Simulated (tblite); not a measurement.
# C7H16FNSi: the cost of one run

Programs: tblite 0.8.0 and PySCF 2.14.0, with density-fitted response routines of our own. Each step states its level of theory. These are calculated values for one molecule, in the gas phase or a continuum, unless marked as measured. Atoms are numbered from 0 throughout.

### 1 Starting geometry

26 atoms, charge 0, multiplicity 1; geometry from: force field or distance geometry start.

Bonds of the start (Å): C0–C1 1.54, C1–C2 1.48, C2–Si3 1.87, Si3–N4 1.77, N4–C5 1.44, Si3–C6 1.88, C6–C7 1.50, C7–C8 1.53, C8–F9 1.36, C8–C6 1.52, C0–H10 1.11, C0–H11 1.09, C0–H12 1.10, C1–H13 1.12, C1–H14 1.11, C2–H15 1.12, C2–H16 1.10, Si3–H17 1.46, N4–H18 1.04, C5–H19 1.10, C5–H20 1.10, C5–H21 1.11, C6–H22 1.08, C7–H23 1.09, C7–H24 1.10, C8–H25 1.09.

### 2 Geometry optimisation with GFN2-xTB

Job settings and geometry (Å):

```
{"job": {"kind": "relax", "xc": "GFN2-xTB", "basis": "xTB"}, "charge": 0, "multiplicity": 1}
C      3.543900     0.017200     0.127100
C      2.083000     0.198400     0.577000
C      1.207200     0.162100    -0.621200
Si    -0.586100     0.382200    -0.123900
N     -1.366800     1.547900    -1.197500
C     -2.232100     2.458800    -0.491000
C     -1.539700    -1.226800    -0.310300
C     -2.110000    -1.792900     0.958500
C     -0.831600    -2.393400     0.368400
F     -0.991600    -3.595700    -0.243600
H      4.151500    -0.375500     0.968700
H      3.923400     0.988600    -0.178500
H      3.579500    -0.713000    -0.694000
H      1.961300     1.170400     1.114500
H      1.874300    -0.651600     1.267300
H      1.486400     0.990800    -1.324900
H      1.343900    -0.778700    -1.175800
H     -0.624500     0.816000     1.269500
H     -0.663800     2.016400    -1.795900
H     -2.888500     2.928200    -1.235300
H     -2.810400     1.913500     0.275300
H     -1.617900     3.230300     0.018800
H     -2.012800    -1.404500    -1.266700
H     -1.948200    -1.215200     1.862900
H     -2.996400    -2.447800     0.881200
H      0.044900    -2.203200     0.982600
```

The run is started by

```
> OMP_NUM_THREADS=1 python probes_run.py task.json out
```

This one command runs all jobs of the session in turn.

**Question.** How long does this first job take on 1 thread of Arm Neoverse N1, shared host, and how much memory does it need?

About 4.5 s, with a peak of 0.19 GiB.
